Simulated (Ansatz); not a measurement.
**MgGaC4N4: one candidate of a structure search**

The task: take a trial cell of MgGaC4N4 to zero force and stress, then test the end with a random kick.

Method: DFT PBE, scalar-relativistic, plane waves, PAW, in Ansatz 0.2.0.

## 1. The structure to begin with

Symmetry: Cmmm, No. 65, orthorhombic system. Conventional cell: a = 7.270 Å, b = 7.368 Å, c = 7.270 Å, α = 90.00°, β = 90.00°, γ = 90.00°. Around Mg (site symmetry mmm) lie 4 N at 2.08 Å. Around Ga (site symmetry mmm) lie 4 C at 1.90 Å. C (site symmetry m) is surrounded by 1 N at 1.17 Å and 1 Ga at 1.90 Å. N (site symmetry m) is surrounded by 1 C at 1.17 Å.

As a file:

```xyz
10
Lattice="3.6352 -3.6841 0.0000 3.6352 3.6841 0.0000 0.0000 0.0000 7.2705" Properties=species:S:1:pos:R:3 pbc="T T T"
Mg    3.6352    0.0000    3.6352
Ga    0.0000    0.0000    0.0000
C     5.9298    0.0000    5.9298
C     1.3407    0.0000    1.3407
C     5.9298    0.0000    1.3407
C     1.3407    0.0000    5.9298
N     5.1025    0.0000    5.1025
N     2.1680    0.0000    2.1680
N     5.1025    0.0000    2.1680
N     2.1680    0.0000    5.1025
```

Recipe of the guess: stacked square cyanide-bridged sheets (Cmmm, No. 65). Lengths come from tabulated atomic sizes and are only a guess.

## 2. A first look at the guess

input.yaml reads:

```yaml
crystal:
  lattice:
    - [3.63523596, -3.68408637, 0.0]
    - [3.63523596, 3.68408637, 0.0]
    - [0.0, 0.0, 7.27047192]
  atoms:
    - { symbol: Mg, position: [0.5, 0.5, 0.5] }
    - { symbol: Ga, position: [0.0, 0.0, 0.0] }
    - { symbol: C, position: [0.81560008, 0.81560008, 0.81560008] }
    - { symbol: C, position: [0.18439992, 0.18439992, 0.18439992] }
    - { symbol: C, position: [0.81560008, 0.81560008, 0.18439992] }
    - { symbol: C, position: [0.18439992, 0.18439992, 0.81560008] }
    - { symbol: "N", position: [0.70180899, 0.70180899, 0.70180899] }
    - { symbol: "N", position: [0.29819101, 0.29819101, 0.29819101] }
    - { symbol: "N", position: [0.70180899, 0.70180899, 0.29819101] }
    - { symbol: "N", position: [0.29819101, 0.29819101, 0.70180899] }
basis:
  ecutwfc: 420
kpoints:
  mp_grid: { grid: [4, 4, 4] }
hamiltonian:
  xc: pbe
scf:
  occupations: { method: gaussian, width: 0.1 }
  lower_state_search: "off"
output:
  forces: true
  stress: true
  eigenvalues: true
```

Command:

```sh
$ ansatz run input.yaml --threads 1 --pin off --max-ram 2560MiB --backend cpu --events-out ev --progress --plain --runs-dir out
```

Further runs follow: spin check on a coarse mesh; rough relaxation on the coarse mesh; relaxation on the finer mesh; relaxation repeated from the relaxed cell; reference for the kick test; kicked and relaxed without symmetry; the kicked end on a coarse mesh; spin check on a coarse mesh (after the kick); final relaxation (after the kick).

What does the calculation give? Wanted: conventional cell; volume; energy over the elements; gap on the mesh.

The runs gave:

```
                                                              quantity                                                                      value
                          symmetry at the first end (tolerance 0.05 Å)                                                  space group Cmmm (No. 65)
                                                     conventional cell  a = 7.419 Å, b = 8.063 Å, c = 7.488 Å, α = 90.00°, β = 90.00°, γ = 90.00°
                                                                volume                                                              22.40 Å³/atom
energy over the elements (uncorrected; H, N, O, F and Cl as molecules)                                                              +0.31 eV/atom
                                                       gap on the mesh                                                               none (metal)
```

What this shows: The space group Cmmm (No. 65) is kept, and the volume per atom grows by 15.0 % from the first guess. With a positive formation energy it can't be a ground state. The kick test gives no clear verdict at this accuracy. Some metallic runs here have no spin polarisation while others do; where cell and settings agree, the difference is what magnetism gains. Other magnetic orders were not searched.
